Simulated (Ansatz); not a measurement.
Set up this calculation in Ansatz 0.2.0, as the native input.

| Property | Result |
| --- | --- |
| Task | relaxation of cell and atoms |
| Functional | PBE |
| Potentials or basis | Ansatz PAW |
| Cutoff | 420 eV (not typed: the program's choice for these potentials) |
| k mesh | 6 × 6 × 6 |
| Occupations | fermi-dirac, width 0.05 eV |
| Spin | no spin polarisation |
| Target pressure | 5 GPa |
| Target pressure (GPa) | 5 |

The system is In3As.

```
In As
1.0
     4.67168    0.00000    0.00000
     0.00000    4.67168    0.00000
     0.00000    0.00000    4.67168
In As
3 1
Cartesian
  2.3358 2.3358 0.0000
  2.3358 0.0000 2.3358
  0.0000 2.3358 2.3358
  0.0000 0.0000 0.0000
```

The cell comes from a database or a generator and needn't be the stable form of this composition.

The input as run:

input.yaml

```yaml
crystal:
  lattice:
    - [4.671681, 0.0, 0.0]
    - [0.0, 4.671681, 0.0]
    - [0.0, 0.0, 4.671681]
  atoms:
    - { symbol: In, position: [0.5, 0.5, 0.0] }
    - { symbol: In, position: [0.5, 0.0, 0.5] }
    - { symbol: In, position: [0.0, 0.5, 0.5] }
    - { symbol: As, position: [0.0, 0.0, 0.0] }
hamiltonian:
  xc: pbe
  pseudopotentials: { kind: paw }
kpoints:
  mp_grid: { grid: [6, 6, 6] }
scf:
  occupations: { method: fermi_dirac, width: 0.05 }
output:
  forces: true
  stress: true
  eigenvalues: true
  write_density: true
  write_potential: true
  elf: true
  volumetric_format: npy
relax:
  f_tol: 0.01
  max_steps: 40
  cell: { stress_tol: 0.05, p_target: 5.0 }
```

Potentials or basis: Ansatz PAW.

Command:

```bash
$ ansatz run input.yaml --threads 2 --pin off --max-ram 5632MiB --backend cpu --events-out ev --progress --plain --runs-dir out
```

It gave:

```json
{"Relaxed volume": "23.45 Å³/atom", "Relaxed cell": "a = 4.544 Å, b = 4.544 Å, c = 4.544 Å, α = 90.00°, β = 90.00°, γ = 90.00°", "Space group after relaxing (to 0.05 Å)": "Pm-3m (No. 221)", "Energy change on relaxing (the enthalpy is what falls)": "+33.4 meV/atom", "Ionic steps": "5", "Pressure after relaxing": "5.0 GPa", "Band gap on the k mesh": "none (metal or under the smearing width)"}
```

Caveat: the plane-wave basis is chosen anew once the cell has moved, so the energies of steps on either side of that aren't comparable.

Run time: 13 s on 2 threads of Arm Neoverse V1, with other jobs on the host, peak memory 0.41 GiB.
